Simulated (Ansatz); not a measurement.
# C3H8AlF: how energies converge with the basis set

An exercise on one series of results from a longer session: the logs are not shown, and one member is left open.

Method: one geometry, several basis sets; program: Ansatz 0.2.0, Gaussian basis.

Plan: PBE0-D4/def2-SVP; ωB97M-V/def2-SVP; PBE0-D4/def2-QZVPP; ωB97M-V/def2-QZVPP; the functionals' def2-TZVPP values are taken from earlier runs.

## The geometry

An earlier PBE0-D4 in a triple-zeta def2 set relaxation fixed the geometry.

SMILES `C[C](C)(F)[AlH2]`, 13 atoms, charge 0, spin multiplicity 1.

Atoms are counted from 1 here; the program's logs count them from 0.

Bond lengths: C1–C2 1.516 Å, C1–H6 1.094 Å, C1–H7 1.096 Å, C1–H8 1.093 Å, C2–C3 1.516 Å, C2–F4 1.420 Å, C2–Al5 1.999 Å, C3–H9 1.093 Å, C3–H10 1.093 Å, C3–H11 1.096 Å, Al5–H12 1.591 Å, Al5–H13 1.584 Å. Angles: C2–C1–H6 110.6°, C2–C1–H7 110.3°, C2–C1–H8 111.8°, H6–C1–H7 108.0°, H6–C1–H8 108.2°, H7–C1–H8 107.7°, C1–C2–C3 111.0°, C1–C2–F4 106.7°, C1–C2–Al5 112.2°, C3–C2–F4 106.7°, C3–C2–Al5 112.4°, F4–C2–Al5 107.5°, C2–C3–H9 110.6°, C2–C3–H10 111.8°, C2–C3–H11 110.3°, H9–C3–H10 108.2°, H9–C3–H11 108.1°, H10–C3–H11 107.7° and more.

The first run:

Input file in.yaml:

```yaml
crystal:
  periodic: [false, false, false]
  atoms:
    - {symbol: C, position_ang: [-1.409009, -0.323892, -0.152224]}
    - {symbol: C, position_ang: [0.043754, 0.042246, -0.382767]}
    - {symbol: C, position_ang: [0.959409, -1.100814, 0.007100]}
    - {symbol: F, position_ang: [0.199431, 0.230732, -1.781674]}
    - {symbol: Al, position_ang: [0.542138, 1.758385, 0.513227]}
    - {symbol: H, position_ang: [-1.604855, -0.472006, 0.913441]}
    - {symbol: H, position_ang: [-1.654070, -1.255956, -0.675119]}
    - {symbol: H, position_ang: [-2.086258, 0.451813, -0.519297]}
    - {symbol: H, position_ang: [0.900596, -1.291923, 1.082146]}
    - {symbol: H, position_ang: [2.001996, -0.889605, -0.244866]}
    - {symbol: H, position_ang: [0.667929, -2.018153, -0.517957]}
    - {symbol: H, position_ang: [0.499287, 1.801711, 2.103211]}
    - {symbol: H, position_ang: [0.960051, 3.032661, -0.330620]}
basis:
  gaussian: {orbitals: def2-SVP}
hamiltonian: {xc: pbe0, dispersion: d4}
output: {orbitals: {seedname: orbitals}}
```

The run is started by

```sh
$ ansatz run in.yaml --threads 4 --pin off --events-out ev --progress --plain --max-ram 10444MiB
```

Among the steps run: PBE0-D4 in def2-SVP; ωB97M-V in def2-SVP; PBE0-D4 in def2-QZVPP; ωB97M-V in def2-QZVPP.

One of the session's tables, all rows but one given; the rest of the session is left out.

It belongs to the step «Density functionals: the series». 

```
functional       basis  HOMO (eV)  LUMO (eV)
   PBE0-D4    def2-SVP          ?          ?
   PBE0-D4  def2-TZVPP      -7.25      -1.57
   PBE0-D4  def2-QZVPP      -7.27      -1.60
   ωB97M-V    def2-SVP      -9.38       0.13
   ωB97M-V  def2-TZVPP      -9.48       0.00
   ωB97M-V  def2-QZVPP      -9.50      -0.15
```

**Question.** Estimate the row for PBE0-D4, def2-SVP.

As computed: HOMO (eV): -7.18; LUMO (eV): -1.53. In the column «HOMO (eV)» it is the highest.
